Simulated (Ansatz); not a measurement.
# CH5ClGe + H2: a complex and its separated parts

Aim: how far the complex at one end of a reaction step lies below its separated, relaxed parts, level by level.

The runs use Ansatz 0.2.0, Gaussian basis; PBE0-D4/def2-TZVP structures, single points in def2-TZVPP, no counterpoise correction.

Levels: SPW92, PBE-D4, BLYP-D4, r2SCAN-D4, B97M-V, PBE0-D4, B3LYP-D4, r2SCAN0-D4, BHLYP-D4, CAM-B3LYP-D4, wB97X-V, wB97M-V, B2PLYP, PBE-QIDH, RPA on PBE, Hartree-Fock, MP2, CCSD, CCSD(T).

Cores are frozen in the correlated methods. Filled d shells of the heavier atoms are correlated. B3LYP uses VWN-RPA correlation. B2PLYP carries no dispersion term here.

94 further runs of the same task are left out: 94 set aside as unsound or not needed. Runs told in other sessions of the task aren't counted.

## (1) Where the work starts

The complex: 10 atoms, charge 0, spin multiplicity 1.

Atoms are counted from 1 here; the program's logs count them from 0.

Bond lengths: Ge1–Cl2 2.167 Å, Ge1–H3 1.536 Å, Ge1–H4 1.536 Å, Ge1–C5 1.939 Å, C5–H8 1.092 Å, C5–H9 1.090 Å, C5–H10 1.090 Å, H6–H7 0.747 Å. Angles: Cl2–Ge1–H3 105.9°, Cl2–Ge1–H4 106.1°, Cl2–Ge1–C5 107.5°, H3–Ge1–H4 110.9°, H3–Ge1–C5 112.9°, H4–Ge1–C5 113.0°, Ge1–C5–H8 109.9°, Ge1–C5–H9 109.8°, Ge1–C5–H10 109.8°, H8–C5–H9 109.1°, H8–C5–H10 109.1°, H9–C5–H10 109.1°.

Geometry (Å):

```
Ge   -0.4826   -0.8077   -0.6411
Cl    1.5629   -1.1525   -1.2668
H    -1.3662   -1.3004   -1.7970
H    -0.6945   -1.6644    0.6155
C    -0.6752    1.0921   -0.3026
H     2.0179   -0.3755    1.7174
H     1.7738   -0.1556    2.3885
H    -1.6976    1.3128    0.0100
H     0.0126    1.3979    0.4855
H    -0.4511    1.6536   -1.2095
```

Its parts: CH5ClGe holds atoms 1, 2, 3, 4, 5, 8, 9, 10; H2 holds atoms 6, 7. Each part counts its atoms afresh in its own runs.

## (2) Relaxing CH5ClGe alone

relax-a/in.yaml reads:

```yaml
crystal:
  periodic: [false, false, false]
  atoms:
    - {symbol: Ge, position_ang: [-0.482621, -0.807725, -0.641104]}
    - {symbol: Cl, position_ang: [1.562857, -1.152537, -1.266807]}
    - {symbol: H, position_ang: [-1.366174, -1.300402, -1.796989]}
    - {symbol: H, position_ang: [-0.694502, -1.664404, 0.615479]}
    - {symbol: C, position_ang: [-0.675221, 1.092072, -0.302591]}
    - {symbol: H, position_ang: [-1.697624, 1.312818, 0.010050]}
    - {symbol: H, position_ang: [0.012583, 1.397862, 0.485513]}
    - {symbol: H, position_ang: [-0.451143, 1.653596, -1.209514]}
basis:
  gaussian: {orbitals: def2-TZVP}
hamiltonian: {xc: pbe0, dispersion: d4}
relax: {f_tol: 0.005, max_steps: 200}
```

The run is started by

```console
> ansatz run in.yaml --threads 4 --pin off --events-out ev --progress --plain --max-ram 9574MiB
```

Further steps of the session: Relaxing H2 alone; SPW92/def2-TZVPP; PBE-D4/def2-TZVPP; BLYP-D4/def2-TZVPP; r2SCAN-D4/def2-TZVPP; B97M-V/def2-TZVPP; PBE0-D4/def2-TZVPP; B3LYP-D4/def2-TZVPP; r2SCAN0-D4/def2-TZVPP; BHLYP-D4/def2-TZVPP; CAM-B3LYP-D4/def2-TZVPP; wB97X-V/def2-TZVPP; wB97M-V/def2-TZVPP; B2PLYP/def2-TZVPP; PBE-QIDH/def2-TZVPP; RPA on PBE/def2-TZVPP; CCSD(T)/def2-TZVPP; Vibrations of CH5ClGe; Vibrations of H2.

**Question.** What will these runs give? Wanted: complex less parts, CCSD(T)/def2-TZVPP; with zero-point energy; largest T1 diagnostic.

The runs gave:

```
                              quantity           value
complex less parts, CCSD(T)/def2-TZVPP  -0.70 kcal/mol
                with zero-point energy  +0.29 kcal/mol
                 largest T1 diagnostic           0.010
```

In words: At CCSD(T) the complex lies 0.70 kcal/mol below its parts. The functionals run from BLYP-D4, off by -0.01 kcal/mol, to SPW92, off by -0.99 kcal/mol, against CCSD(T). Mean unsigned error by rung: LDA 0.99, GGA 0.22, meta-GGA 0.12, hybrid 0.15, range-separated hybrid 0.18, double hybrid 0.30 kcal/mol. The double hybrids carry no dispersion term here, unlike the levels marked D4 or V. PBE-D4 gives a relative energy 0.43 kcal/mol too low, an error of 61 % of the reference. No counterpoise was applied, and triple zeta lacks some correlation, so the CCSD(T) reference has a basis error of its own, and close matches with it are partly luck.
